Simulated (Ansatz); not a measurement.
# SiH₃Br (built from SMILES [SiH3]Br): one structure at several levels

How do the functionals fare away from a minimum? The structure is a displaced guess of a reacting structure.

Method: single points in def2-TZVPP; program: Ansatz 0.2.0, Gaussian basis.

Correlated methods freeze the cores. Filled d shells of the heavier atoms are correlated.

### 1 The starting structure

5 atoms, charge 0, spin multiplicity 1.

Atoms are counted from 1 here; the program's logs count them from 0.

Bond lengths: Si1–H4 1.435 Å, Si1–H5 1.421 Å. Angles: H4–Si1–H5 115.5°.

As a file:

```
Si    0.20450    0.61430    0.18880
Br   -0.66460   -1.84620   -0.52510
H    -0.56340   -0.01910   -1.39150
H    -0.57500    0.97460    1.33820
H     1.57040    0.31680    0.44540
```

### 2 CCSD(T)/def2-TZVPP

run/in.yaml

```yaml
crystal:
  periodic: [false, false, false]
  atoms:
    - {symbol: Si, position_ang: [0.204500, 0.614300, 0.188800]}
    - {symbol: Br, position_ang: [-0.664600, -1.846200, -0.525100]}
    - {symbol: H, position_ang: [-0.563400, -0.019100, -1.391500]}
    - {symbol: H, position_ang: [-0.575000, 0.974600, 1.338200]}
    - {symbol: H, position_ang: [1.570400, 0.316800, 0.445400]}
basis:
  gaussian: {orbitals: def2-TZVPP}
correlation: {method: ccsd_t}
output: {forces: true}
```

No record of the launch command was kept for these runs.

### 3 PBE0-D4/def2-TZVPP

Changes to run/in.yaml since step 2:

```diff
@@ -10,3 +10,3 @@
   gaussian: {orbitals: def2-TZVPP}
-correlation: {method: ccsd_t}
-output: {forces: true}
+hamiltonian: {xc: pbe0, dispersion: d4}
+output: {forces: true, orbitals: {seedname: orbitals}}
```

### 4 wB97M-V/def2-TZVPP

Changes to run/in.yaml since step 3:

```diff
@@ -10,3 +10,3 @@
   gaussian: {orbitals: def2-TZVPP}
-hamiltonian: {xc: pbe0, dispersion: d4}
-output: {forces: true, orbitals: {seedname: orbitals}}
+hamiltonian: {xc: {name: wB97M-V}}
+output: {forces: true}
```

### 5 r2SCAN-D4/def2-TZVPP

Changes to run/in.yaml since step 4:

```diff
@@ -10,3 +10,3 @@
   gaussian: {orbitals: def2-TZVPP}
-hamiltonian: {xc: {name: wB97M-V}}
+hamiltonian: {xc: r2scan, dispersion: d4}
 output: {forces: true}
```

### 6 PBE-D4/def2-TZVPP

Changes to run/in.yaml since step 5:

```diff
@@ -10,3 +10,3 @@
   gaussian: {orbitals: def2-TZVPP}
-hamiltonian: {xc: r2scan, dispersion: d4}
+hamiltonian: {xc: pbe, dispersion: d4}
 output: {forces: true}
```

### 7 CAM-B3LYP-D4/def2-TZVPP

Changes to run/in.yaml since step 6:

```diff
@@ -10,3 +10,3 @@
   gaussian: {orbitals: def2-TZVPP}
-hamiltonian: {xc: pbe, dispersion: d4}
+hamiltonian: {xc: {name: CAM-B3LYP}, dispersion: d4}
 output: {forces: true}
```

### 8 r2SCAN0-D4/def2-TZVPP

Changes to run/in.yaml since step 7:

```diff
@@ -10,3 +10,3 @@
   gaussian: {orbitals: def2-TZVPP}
-hamiltonian: {xc: {name: CAM-B3LYP}, dispersion: d4}
+hamiltonian: {xc: {name: r2SCAN0}, dispersion: d4}
 output: {forces: true}
```

(Steps that only read results are left out.)

Before running it: what results should come out? Wanted: energy less free atoms, CCSD(T)/def2-TZVPP; RMS force component; RMS force error; HOMO and LUMO, PBE0-D4; T1 diagnostic.

The runs gave:

```
                                  quantity                                                                                                   value
energy less free atoms, CCSD(T)/def2-TZVPP                                                                                              -10.541 eV
                       RMS force component                                                                    1.472 to 1.559 eV/Å over the methods
                           RMS force error  PBE0-D4 0.074, wB97M-V 0.052, r2SCAN-D4 0.086, PBE-D4 0.182, CAM-B3LYP-D4 0.044, r2SCAN0-D4 0.061 eV/Å
                    HOMO and LUMO, PBE0-D4                                                                                      -6.84 and -2.68 eV
                             T1 diagnostic                                                                                                   0.015
```

Against CCSD(T) the functionals' energies less atoms differ by -0.530 to -0.210 eV, PBE-D4 by -0.530 eV. A larger basis would deepen the CCSD(T) value, while the functionals are nearly converged already, so the order here is not reliable. On forces the order runs from CAM-B3LYP-D4 to PBE-D4. Frozen-core CCSD(T) forces in triple zeta carry basis errors of their own, and this is one geometry, so small gaps rank nothing. The restricted Hartree–Fock reference is unstable towards an unrestricted one at one or more of these structures.
